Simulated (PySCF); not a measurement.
# [GeH3]− (SMILES [H][Ge-]([H])[H]): B3LYP/STO-3G

Aim: the energy change on altering one bond length of [GeH3]− at B3LYP/STO-3G, from 2 runs. Input form: a Python script.

The results are computed with PySCF 2.14.0.

8 further runs of the same task are left out: 8 set aside as unsound or not needed.

### 1 The structure to begin with

[GeH3]−: 4 atoms, total charge -1, spin state singlet. As SMILES, `[H][Ge-]([H])[H]`. The shape comes from GFN2-xTB, which is rough for such elements, and wasn't checked as a minimum.

Bond lengths: Ge1–H2 1.752 Å, Ge1–H3 1.754 Å, Ge1–H4 1.756 Å. Angles: H2–Ge1–H3 89.1°, H2–Ge1–H4 89.3°, H3–Ge1–H4 89.6°.

### 2 The energy at B3LYP/STO-3G

File job.py:

```python
# [GeH3]-
from pyscf import gto, dft

mol = gto.M(
    atom='Ge -0.007520 0.005800 0.768010; H 1.421950 -0.031460 -0.244430; H -0.677460 1.249470 -0.271720; H -0.736970 -1.223820 -0.251850',
    verbose=3,
    spin=0,
    basis='sto-3g',
    charge=-1,
    max_memory=1860,
)

mf = dft.RKS(mol, xc='b3lyp')
mf.conv_tol = 1e-10
mf.grids.level = 5
mf.kernel()
if not mf.converged:
    mf = mf.newton().run(mf.mo_coeff, mf.mo_occ)

energy = mf.e_tot
print('E = %.10f Eh' % energy)
```

Launch:

```
$ OMP_NUM_THREADS=1 python job.py
```

Standard output:

```text
converged SCF energy = -2054.62045427911
E = -2054.6204542791 Eh
```

It took 2.1 s on 1 thread of Intel Xeon Platinum 8559C (Emerald Rapids), shared host; peak memory 0.2 GiB.

### 3 The distorted shape

File input.py:

```python
from pyscf import gto, dft

mol = gto.M(
    atom='''
Ge     0.675040     1.172817     2.414985
H      3.376347     1.102406     0.501751
H     -0.590963     3.523013     0.450180
H     -1.392671    -2.312685    -0.475928
''',
    charge=-1,
    max_memory=1860,
    verbose=4,
    basis='sto-3g',
    unit='bohr',
)

mf = dft.RKS(mol, xc='b3lyp')
mf.grids.level = 5
mf.conv_tol = 1e-10
mf.kernel()
if not mf.converged:
    mf = mf.newton().run(mf.mo_coeff, mf.mo_occ)

e_tot = mf.e_tot
print(f'total energy: {e_tot:.8f} hartree')
```

Launch:

```
$ OMP_NUM_THREADS=1 python input.py
```

Standard output:

```text
PySCF version 2.14.0

[INPUT] num. atoms = 4
[INPUT] num. electrons = 36
[INPUT] charge = -1
[INPUT] spin (= nelec alpha-beta = 2S) = 0
[INPUT] symmetry False subgroup None
[INPUT] Mole.unit = bohr
[INPUT] Symbol           X                Y                Z      unit          X                Y                Z       unit  Magmom
[INPUT]  1 Ge     0.357215784459   0.620628028980   1.277955026714 AA    0.675040000000   1.172817000000   2.414985000000 Bohr   0.0
[INPUT]  2 H      1.786685888558   0.583368132381   0.265515194756 AA    3.376347000000   1.102406000000   0.501751000000 Bohr   0.0
[INPUT]  3 H     -0.312724152097   1.864298193375   0.238224996812 AA   -0.590963000000   3.523013000000   0.450180000000 Bohr   0.0
[INPUT]  4 H     -0.736969755509  -1.223820198037  -0.251850251639 AA   -1.392671000000  -2.312685000000  -0.475928000000 Bohr   0.0

[... 72 lines left out ...]
converged SCF energy = -2054.50444594351
total energy: -2054.50444594 hartree
```

It took 2.7 s on 1 thread of Intel Xeon Platinum 8559C (Emerald Rapids), shared host; peak memory 0.2 GiB.

### 4 Outcome

Level: B3LYP/STO-3G.

| quantity | value |
| --- | --- |
| first shape: total energy | -2054.62045 Eh |
| first shape: HOMO energy | 6.36 eV |
| first shape: LUMO energy | 13.87 eV |
| first shape: HOMO–LUMO gap (to an unbound level, set by the basis) | 7.51 eV |
| distorted shape: total energy | -2054.50445 Eh |
| distorted shape: HOMO energy | 5.70 eV |
| distorted shape: LUMO energy | 9.06 eV |
| distorted shape: HOMO–LUMO gap (to an unbound level, set by the basis) | 3.36 eV |
| energy change with the Ge1–H4 bond stretched from 1.756 to 2.634 Å | 3.157 eV |

**Reading.** With the Ge1–H4 bond stretched from 1.756 to 2.634 Å the energy rises by 3.16 eV (305 kJ/mol). The first shape isn't relaxed at this level, so the change isn't measured from a minimum. The minimal basis adds a large error of its own. The HOMO (first shape) lies at positive energy, 6.36 eV; only total energies tell whether the electron is bound. The HOMO (distorted shape) lies at positive energy, 5.70 eV; only total energies tell whether the electron is bound.
